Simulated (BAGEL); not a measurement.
# C3H10Si (trimethylsilane) at B3LYP/cc-pVDZ (density fitting with cc-pvqz-jkfit)

What is the energy change on altering one bond length of C3H10Si (trimethylsilane) at B3LYP/cc-pVDZ (density fitting with cc-pvqz-jkfit)? 

The calculation is run with BAGEL 1.2.2.

1 further run of the same task is left out (set aside as unsound or not needed).

**1. The molecule**

C3H10Si has 14 atoms, charge 0, and is taken as a singlet. SMILES: `C[SiH](C)C`. Geometry: relaxed at PBE0-D4/def2-TZVP.

Bond lengths: C1–Si2 1.874 Å, Si2–C3 1.874 Å, Si2–C4 1.874 Å, C1–H5 1.093 Å, C1–H6 1.093 Å, C1–H7 1.094 Å, Si2–H8 1.494 Å, C3–H9 1.094 Å, C3–H10 1.093 Å, C3–H11 1.093 Å, C4–H12 1.093 Å, C4–H13 1.094 Å, C4–H14 1.093 Å. Some angles: C1–Si2–C3 110.3°, C1–Si2–C4 110.3°, C3–Si2–C4 110.3°, C1–Si2–H8 108.6°, C3–Si2–H8 108.6°, C4–Si2–H8 108.6°, Si2–C1–H5 111.2°, Si2–C1–H6 111.1°, Si2–C1–H7 110.9°, Si2–C3–H9 110.9°.

**2. A single-point energy at B3LYP/cc-pVDZ (density fitting with cc-pvqz-jkfit)**

dft.json reads:

```json
{ "bagel": [

{
  "title": "molecule",
  "basis": "cc-pvdz.json",
  "df_basis": "cc-pvqz-jkfit",
  "angstrom": true,
  "geometry": [
    { "atom": "C", "xyz": [   -0.956800,    1.082600,   -1.038400 ] },
    { "atom": "Si", "xyz": [   -0.338800,   -0.014600,    0.348900 ] },
    { "atom": "C", "xyz": [    1.239400,    0.684100,    1.077800 ] },
    { "atom": "C", "xyz": [   -0.051300,   -1.756700,   -0.277600 ] },
    { "atom": "H", "xyz": [   -1.888100,    0.697200,   -1.460900 ] },
    { "atom": "H", "xyz": [   -1.145900,    2.098700,   -0.683100 ] },
    { "atom": "H", "xyz": [   -0.221600,    1.141300,   -1.845900 ] },
    { "atom": "H", "xyz": [   -1.379500,   -0.059300,    1.420400 ] },
    { "atom": "H", "xyz": [    2.029000,    0.733500,    0.322800 ] },
    { "atom": "H", "xyz": [    1.601800,    0.063500,    1.901200 ] },
    { "atom": "H", "xyz": [    1.081800,    1.694100,    1.464300 ] },
    { "atom": "H", "xyz": [   -0.968800,   -2.184000,   -0.689800 ] },
    { "atom": "H", "xyz": [    0.706900,   -1.767300,   -1.065700 ] },
    { "atom": "H", "xyz": [    0.291900,   -2.413100,    0.526000 ] }
  ]
},
{ "title": "ks", "xc_func": "b3lyp" },
{ "title": "print", "file": "orbitals.molden", "orbitals": true }

]}
```

The basis set cc-pVDZ is read from a file made from the Basis Set Exchange's data (not shown).

On the command line:

```sh
BAGEL_NUM_THREADS=1 BAGEL dft.json > dft.out
```

Standard output:

```text
* using 1 threads per process

  ===============================================================
  ===============================================================

  *** Geometry ***

  { "atom" : "C", "xyz" : [     -1.808090,      2.045818,     -1.962292 ] },
  { "atom" : "Si", "xyz" : [     -0.640239,     -0.027590,      0.659325 ] },
  { "atom" : "C", "xyz" : [      2.342127,      1.292762,      2.036747 ] },
  { "atom" : "C", "xyz" : [     -0.096943,     -3.319682,     -0.524588 ] },
  { "atom" : "H", "xyz" : [     -3.567992,      1.317517,     -2.760701 ] },
  { "atom" : "H", "xyz" : [     -2.165437,      3.965968,     -1.290872 ] },
  { "atom" : "H", "xyz" : [     -0.418763,      2.156744,     -3.488245 ] },
  { "atom" : "H", "xyz" : [     -2.606877,     -0.112061,      2.684167 ] },
  { "atom" : "H", "xyz" : [      3.834254,      1.386114,      0.610004 ] },
  { "atom" : "H", "xyz" : [      3.026963,      0.119998,      3.592747 ] },
  { "atom" : "H", "xyz" : [      2.044306,      3.201385,      2.767126 ] },
  { "atom" : "H", "xyz" : [     -1.830767,     -4.127162,     -1.303533 ] },
  { "atom" : "H", "xyz" : [      1.335847,     -3.339713,     -2.013881 ] },
  { "atom" : "H", "xyz" : [      0.551611,     -4.560098,      0.993996 ] },

  Number of auxiliary basis functions:      976

  Since a DF basis is specified, we compute 2- and 3-index integrals:
    o Being stored without compression. Storage requirement is 0.094 GB

  Number of basis functions:      110
  Number of electrons      :       42

    * METHOD: MOLECULE                             0.99

  *** Kohn-Sham DFT ***

    * Removing 27308 points whose weight is below 1.00e-10
    * Grid points: 181376

  === Nuclear Repulsion ===
   175.3326318543

       - DIIS with orbital gradients will be used.

  === KS iteration (b3lyp / cc-pvdz.json) ===
      0       -380.85193030          0.09166426           0.98
      1       -393.51689806          0.11135307           1.16
      2       -393.88436546          0.10740925           0.96
      3       -409.38921565          0.02625612           1.12
      4       -409.74284608          0.01210820           0.90
      5       -409.87140366          0.00225349           1.09
      6       -409.87544489          0.00070163           1.17
      7       -409.87578848          0.00020329           1.17
      8       -409.87581349          0.00005139           1.13
      9       -409.87581575          0.00000695           1.00
     10       -409.87581581          0.00000098           1.04
     11       -409.87581581          0.00000113           1.19
     12       -409.87581581          0.00000002           1.06
     13       -409.87581581          0.00000001           0.92
    * SCF iteration converged.

    * Permanent dipole moment:
           (   -0.169121,    -0.007163,     0.174007) a.u.

    * METHOD: KS                                  16.51

    * METHOD: PRINT                                0.02

  ===============================================================
```

Wall time 19 s (1 thread of Intel Xeon 6975P-C (Granite Rapids), shared host); peak memory 0.9 GiB.

**3. The distorted shape at the same level**

input.json reads:

```json
{ "bagel": [

{
  "title": "molecule",
  "basis": "cc-pvdz.json",
  "df_basis": "cc-pvqz-jkfit",
  "angstrom": "true",
  "geometry": [
    { "atom": "C", "xyz": [   -1.049487,    1.247157,   -1.246466 ] },
    { "atom": "Si", "xyz": [   -0.338800,   -0.014600,    0.348900 ] },
    { "atom": "C", "xyz": [    1.239400,    0.684100,    1.077800 ] },
    { "atom": "C", "xyz": [   -0.051300,   -1.756700,   -0.277600 ] },
    { "atom": "H", "xyz": [   -1.980787,    0.861757,   -1.668966 ] },
    { "atom": "H", "xyz": [   -1.238587,    2.263257,   -0.891166 ] },
    { "atom": "H", "xyz": [   -0.314287,    1.305857,   -2.053966 ] },
    { "atom": "H", "xyz": [   -1.379500,   -0.059300,    1.420400 ] },
    { "atom": "H", "xyz": [    2.029000,    0.733500,    0.322800 ] },
    { "atom": "H", "xyz": [    1.601800,    0.063500,    1.901200 ] },
    { "atom": "H", "xyz": [    1.081800,    1.694100,    1.464300 ] },
    { "atom": "H", "xyz": [   -0.968800,   -2.184000,   -0.689800 ] },
    { "atom": "H", "xyz": [    0.706900,   -1.767300,   -1.065700 ] },
    { "atom": "H", "xyz": [    0.291900,   -2.413100,    0.526000 ] }
  ]
},
{ "title": "ks", "xc_func": "b3lyp" },
{ "title": "print", "file": "orbitals.molden", "orbitals": "true" }

]}
```

The basis set cc-pVDZ is read from a file made from the Basis Set Exchange's data (not shown).

On the command line:

```sh
BAGEL_NUM_THREADS=1 BAGEL input.json > input.out
```

Standard output:

```text
* using 1 threads per process

  ===============================================================
  ===============================================================

  *** Geometry ***

  { "atom" : "C", "xyz" : [     -1.983243,      2.356785,     -2.355479 ] },
  { "atom" : "Si", "xyz" : [     -0.640239,     -0.027590,      0.659325 ] },
  { "atom" : "C", "xyz" : [      2.342127,      1.292762,      2.036747 ] },
  { "atom" : "C", "xyz" : [     -0.096943,     -3.319682,     -0.524588 ] },
  { "atom" : "H", "xyz" : [     -3.743145,      1.628485,     -3.153889 ] },
  { "atom" : "H", "xyz" : [     -2.340590,      4.276936,     -1.684060 ] },
  { "atom" : "H", "xyz" : [     -0.593916,      2.467712,     -3.881433 ] },
  { "atom" : "H", "xyz" : [     -2.606877,     -0.112061,      2.684167 ] },
  { "atom" : "H", "xyz" : [      3.834254,      1.386114,      0.610004 ] },
  { "atom" : "H", "xyz" : [      3.026963,      0.119998,      3.592747 ] },
  { "atom" : "H", "xyz" : [      2.044306,      3.201385,      2.767126 ] },
  { "atom" : "H", "xyz" : [     -1.830767,     -4.127162,     -1.303533 ] },
  { "atom" : "H", "xyz" : [      1.335847,     -3.339713,     -2.013881 ] },
  { "atom" : "H", "xyz" : [      0.551611,     -4.560098,      0.993996 ] },

  Number of auxiliary basis functions:      976

  Since a DF basis is specified, we compute 2- and 3-index integrals:
    o Being stored without compression. Storage requirement is 0.094 GB

  Number of basis functions:      110
  Number of electrons      :       42

    * METHOD: MOLECULE                             1.39

  *** Kohn-Sham DFT ***

    * Removing 26688 points whose weight is below 1.00e-10
    * Grid points: 181996

  === Nuclear Repulsion ===
   169.5938188745

       - DIIS with orbital gradients will be used.

  === KS iteration (b3lyp / cc-pvdz.json) ===
      0       -374.53336606          0.08788991           1.16
      1       -301.61316479          0.16146714           1.02
      2       -376.07310279          0.09540514           0.88
      3       -402.44896787          0.08798818           0.86
      4       -402.83929615          0.07327953           1.00
      5       -402.42799633          0.07334164           0.97
      6       -402.38549083          0.07354087           1.01
      7       -406.27783216          0.05334882           0.98
      8       -390.70716060          0.09514774           0.91
      9       -409.64677320          0.01521498           0.90
     10       -409.77133505          0.01074408           1.01
     11       -409.85767509          0.00197675           0.89
     12       -409.86124702          0.00059017           0.85
     13       -409.86149270          0.00019543           0.96
     14       -409.86152766          0.00003246           0.97
     15       -409.86152834          0.00001039           1.02
     16       -409.86152842          0.00000289           0.95
     17       -409.86152842          0.00000061           1.01
     18       -409.86152842          0.00000013           1.19
     19       -409.86152842          0.00000003           0.90
     20       -409.86152842          0.00000001           1.09
     21       -409.86152842          0.00000000           1.08
    * SCF iteration converged.

    * Permanent dipole moment:
           (   -0.260301,     0.127384,     0.018670) a.u.

    * METHOD: KS                                  23.17

    * METHOD: PRINT                                0.02

  ===============================================================
```

It took 26 s on 1 thread of Intel Xeon 6975P-C (Granite Rapids), shared host; peak memory 0.9 GiB.

**4. Summary of results**

At B3LYP/cc-pVDZ (density fitting with cc-pvqz-jkfit):

| quantity | value |
| --- | --- |
| first shape: total energy | -409.87582 Eh |
| first shape: dipole moment | 0.62 D |
| first shape: HOMO energy | -8.20 eV |
| first shape: LUMO energy | 1.43 eV |
| first shape: HOMO–LUMO gap | 9.63 eV |
| distorted shape: total energy | -409.86153 Eh |
| distorted shape: dipole moment | 0.74 D |
| distorted shape: HOMO energy | -7.59 eV |
| distorted shape: LUMO energy | 1.37 eV |
| distorted shape: HOMO–LUMO gap | 8.96 eV |
| energy change with the C1–Si2 bond stretched from 1.874 to 2.155 Å | 0.389 eV |

With the C1–Si2 bond stretched from 1.874 to 2.155 Å the energy rises by 0.39 eV (9.0 kcal/mol). The first shape isn't relaxed at this level, so the change isn't measured from a minimum.
